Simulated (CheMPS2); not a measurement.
**SnH3 (SMILES [SnH3]) at DMRG-CASCI(13 orbitals)/def2-SVP (core potential, ground state)**

We compute a single-point energy of SnH3. 

The results are computed with CheMPS2 1.8.12.

## 1. The structure to begin with

The species is SnH3 (4 atoms), meant as a doublet with charge 0. As SMILES, `[SnH3]`. One bond was lengthened or shortened from a relaxed shape.

Bond lengths: Sn1–H2 1.972 Å, Sn1–H3 1.715 Å, Sn1–H4 1.715 Å. Angles: H2–Sn1–H3 109.6°, H2–Sn1–H4 109.6°, H3–Sn1–H4 109.6°.

## 2. The energy at DMRG-CASCI(13 orbitals)/def2-SVP (core potential, ground state)

The input, prepare.py:

```python
from pyscf import ao2mo, gto, mcscf, mp, scf
from pyscf.tools import fcidump

geom = """
Sn     0.30984327    -0.46295833    -0.94238374
H      1.99403901     0.02078699     2.34647293
H     -2.34559988    -2.27822925    -0.54988763
H     -0.51237656     2.41717325    -2.17939846
"""
mol = gto.M(
    atom=geom,
    basis="def2-svp",
    ecp="def2-svp",
    unit="bohr",
    charge=0,
    spin=1,
    verbose=4,
)
print("nao                            = %d" % (mol.nao))
mf = scf.ROHF(mol)
mf.conv_tol = 1e-10
mf.max_cycle = 200
mf.kernel()
if not mf.converged:
    mf = mf.newton().run(mf.mo_coeff, mf.mo_occ)
print(f"SCF energy                     = {mf.e_tot:.10f}")
# rotate to MP2 natural orbitals
occ_no, mo = mcscf.addons.make_natural_orbitals(mp.MP2(mf.to_uhf(), frozen=4).run())
mf.mo_coeff = mo
# write the integrals of the correlated orbitals
cas = mcscf.CASCI(mf, 13, 13)
h1, ecore = cas.get_h1eff()
fcidump.from_integrals("FCIDUMP", h1, cas.get_h2eff(), 13, 13, nuc=ecore, ms=1)
```

The input, chemps2.input:

```
FCIDUMP = FCIDUMP
GROUP = 0
MULTIPLICITY = 2
NELECTRONS = 13
IRREP = 0
EXCITATION = 0
SWEEP_STATES = 50, 75, 100, 100
SWEEP_ENERGY_CONV = 1e-05, 1e-05, 1e-05, 1e-07
SWEEP_MAX_SWEEPS = 2, 2, 3, 6
SWEEP_NOISE_PREFAC = 0.5, 0.5, 0.5, 0.0
SWEEP_DVDSON_RTOL = 3e-05, 3e-05, 3e-05, 3e-06
NOCC = 0
NACT = 13
NVIR = 0
MOLCAS_FIEDLER = TRUE
PRINT_CORR = TRUE
TMP_FOLDER = .
```

The run is started by

```
$ python prepare.py && chemps2 --file=chemps2.input
```

What values should one expect? Wanted: total energy.

**Answer.** As computed:

Level: DMRG-CASCI(13 orbitals)/def2-SVP (core potential, ground state), 6 core orbitals frozen.

| quantity | value |
| --- | --- |
| total energy | -215.09123 Eh |
